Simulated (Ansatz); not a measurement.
# CH3BSe: the cost of one run

Computed with Ansatz 0.2.0, Gaussian basis. Level: PBE0-D4/def2-SVP.

## Step 1: Starting geometry

SMILES `B1C[Se]1`, 6 atoms, charge 0, spin multiplicity 1.

Atoms are counted from 1 here; the program's logs count them from 0.

Bond lengths: B1–C2 1.530 Å, B1–Se3 1.846 Å, B1–H4 1.154 Å, C2–Se3 2.005 Å, C2–H5 1.084 Å, C2–H6 1.084 Å. Angles: C2–B1–Se3 72.2°, C2–B1–H4 146.7°, Se3–B1–H4 141.1°, B1–C2–Se3 61.2°, B1–C2–H5 122.5°, B1–C2–H6 122.5°, Se3–C2–H5 112.7°, Se3–C2–H6 112.7°, H5–C2–H6 112.4°, B1–Se3–C2 46.6°.

Geometry (Å):

```mol
CH3BSe
  3D, bonds by distance, orders not assigned

  6  6  0  0  0  0  0  0  0  0999 V2000
   -0.5738   -0.6260   -0.3057 B   0  0
    0.2462    0.5880    0.1350 C   0  0
    0.9697   -1.2474    0.4945 Se  0  0
   -1.5373   -1.0058   -0.8153 H   0  0
    0.8641    1.1537   -0.5526 H   0  0
    0.0311    1.1376    1.0441 H   0  0
  1  2  8  0
  1  3  8  0
  1  4  8  0
  2  3  8  0
  2  5  8  0
  2  6  8  0
M  END
```

## Step 2: Dynamics

Contents of md/in.yaml:

```yaml
crystal:
  periodic: [false, false, false]
  atoms:
    - {symbol: B, position_ang: [-0.573780, -0.626010, -0.305700]}
    - {symbol: C, position_ang: [0.246220, 0.587970, 0.135030]}
    - {symbol: Se, position_ang: [0.969690, -1.247440, 0.494470]}
    - {symbol: H, position_ang: [-1.537270, -1.005830, -0.815320]}
    - {symbol: H, position_ang: [0.864090, 1.153670, -0.552640]}
    - {symbol: H, position_ang: [0.031050, 1.137630, 1.044150]}
basis:
  gaussian: {orbitals: def2-SVP}
hamiltonian: {xc: pbe0, dispersion: d4}
md: {n_steps: 40, timestep: 0.75, temperature: 200, ensemble: nvt_nose_hoover, seed: 737, initial_velocities: maxwell_boltzmann}
```

Started as:

```bash
ansatz run in.yaml --threads 2 --pin off --events-out ev --progress --plain --max-ram 3481MiB
```

Q: Estimate wall time and peak memory on 2 threads of Intel Xeon 6975P-C, shared host.

About 30 s, with a peak of 0.16 GiB.
